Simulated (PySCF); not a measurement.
# CeB: from the state search to spectroscopic constants

Aim: find the lowest electronic state of CeB, scan its bond at several levels of theory, and get bond length, wavenumber and dissociation energy from each curve.

Method: Ce x2c-SVPall, B x2c-SVPall, spin-free X2C with a Gaussian nucleus; program: PySCF 2.14.0.

**1. The job**

Settings of the job:

| Property | Result |
| --- | --- |
| atoms | Ce, B |
| charge | 0 |
| basis | Ce x2c-SVPall, B x2c-SVPall |
| Hamiltonian | spin-free X2C with a Gaussian nucleus |
| basis functions | 99 |
| electrons treated | 63 |
| masses in u | 139.9054, 11.0093 |
| levels | PBE0, PBE, r²SCAN, PBEsol, TPSS, ωB97X, HF, MP2, SCS-MP2, CCSD, CCSD(T) |
| grid | 80 radial by 434 angular points |
| occupations | held fixed by the projection of orbital angular momentum |
| dissociation limit | Ce + B, each in its ground configuration |
| starting distance in angstrom | 2.315 |
| values of 2S to try | 1, 3, 5 |

Launch:

```
$ OMP_NUM_THREADS=2 python dia.py task.json out
```

The runs that follow: First curve: PBE0; Excited determinants; PBE (GGA); r²SCAN (meta-GGA); PBEsol; TPSS (meta-GGA); ωB97X (range-separated hybrid); UHF (mean field); MP2 and coupled cluster.

Q: Predict the outcome of this session. Wanted: for each run, Re; ωe; De; μ.

The runs gave:

Lowest PBE0 solution found, without spin–orbit coupling: ⁶Φ (sextet), unpaired electrons σ ↑↑, π ↑↑, φ ↑, about 1.2 electrons in the 4f shell (Mulliken). State 2 has its PBE0 minimum 0.21 eV higher, as a spin-mixed determinant (⟨S²⟩ = 4.75), so this is no gap between pure states. State 3 has its PBE0 minimum 0.56 eV higher, as a spin-mixed determinant (⟨S²⟩ = 2.76), so this is no gap between pure states. The other levels ran on the lowest alone.

```tsv
level	Re (Å)	ωe (cm⁻¹)	De (eV)	μ (D)
UHF	2.339	548	1.96	-5.41
UHF-MP2	2.289	584	2.98	n/a
UHF-SCS-MP2	2.284	586	2.42	n/a
UHF-CCSD	2.316	541	2.54	n/a
UHF-CCSD(T)	2.324	531	2.68	n/a
PBE	2.305	512	3.70	-3.75
PBEsol	2.288	529	4.02	-3.71
PBE0	2.282	559	3.23	-4.05
ωB97X	2.255	591	2.57	-4.18
```

De is counted to Ce + B in their ground configurations. A positive dipole means Ce(−)B(+). No constants: TPSS (the points don't follow one smooth fit); r²SCAN (the points don't follow one smooth fit).

Differences from CCSD(T) in the same basis:

```tsv
level	Re (mÅ)	ωe (%)
UHF	+16	+3.2
UHF-MP2	-35	+9.8
UHF-SCS-MP2	-39	+10.4
UHF-CCSD	-8	+1.9
PBE	-19	-3.6
PBEsol	-35	-0.4
PBE0	-42	+5.2
ωB97X	-69	+11.3
```

What this shows: Against CCSD(T) in the same basis, the bond length is nearest at UHF-CCSD (-8 mÅ) and farthest at ωB97X (-69 mÅ); the wavenumber is nearest at PBEsol (-0.4 %) and farthest at ωB97X (+11.3 %). CCSD(T) in a basis this small is itself some way from its limit, more so than the functionals. Among the levels with a De in the table, it runs from 1.96 eV (UHF) to 4.02 eV (PBEsol).

Correlated steps freeze 19 core orbitals. Spin–orbit coupling is left out, which matters for elements this heavy, above all for dissociation energies. The state is the lowest single determinant that the PBE0 search found; with open d or f shells the true ground state can be another one. At some levels the lowest empty orbital lies below the highest filled one (the two can be of opposite spin). With spin–orbit coupling the term label itself may not hold.
